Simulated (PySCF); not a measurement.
# GeH₃Br: electronic excitations

What electronic excitations should GeH₃Br (`[GeH3][Br]`) show?

The runs use PySCF 2.14.0, with density-fitted response routines of our own; the level of theory stands in each step. All values are computed, except where a source is named. Atoms count from 0, in the outputs and in this text.

1 further run of the same task is left out (it didn't finish).

## 1. The molecule as given

5 atoms, charge 0, multiplicity 1; geometry from: GFN2-xTB.

Bonds of the start (Å): Ge0–Br1 2.26, Ge0–H2 1.50, Ge0–H3 1.50, Ge0–H4 1.50.

## 2. Ultraviolet spectrum: B3LYP/def2-SVPD

The job: settings as JSON, then the geometry in Å.

```
{"job": {"kind": "uv", "xc": "B3LYP", "basis": "def2-SVPD", "nstates": 8, "ntriplets": 3}, "charge": 0, "multiplicity": 1}
Ge    -0.182673    -0.003442    -0.010836
Br     2.073676     0.040580     0.077775
H     -0.666018    -0.644887     1.254615
H     -0.650888     1.415433    -0.121259
H     -0.565475    -0.804831    -1.217480
```

Level: TDDFT B3LYP/def2-SVPD, vertical, gas phase, core orbitals frozen in the response.

Predict these results of the whole session: lowest singlet (B3LYP/def2-SVPD); brightest single state of those computed; lowest triplet.

**Answer**, as computed:

```
                                quantity                        value
        lowest singlet (B3LYP/def2-SVPD)  6.09 eV (204 nm), f = 0.017
brightest single state of those computed  state 2, 6.09 eV, f = 0.017
                          lowest triplet                      5.69 eV
```

The first singlet state (HOMO→LUMO 0.98) lies at 6.09 eV and is weak; of the 8 states computed, the strongest absorption comes from states 1 to 2 together at 6.09 eV. The lowest triplet lies 0.40 eV below the lowest singlet (triplets in Tamm-Dancoff, singlets in full TDDFT).
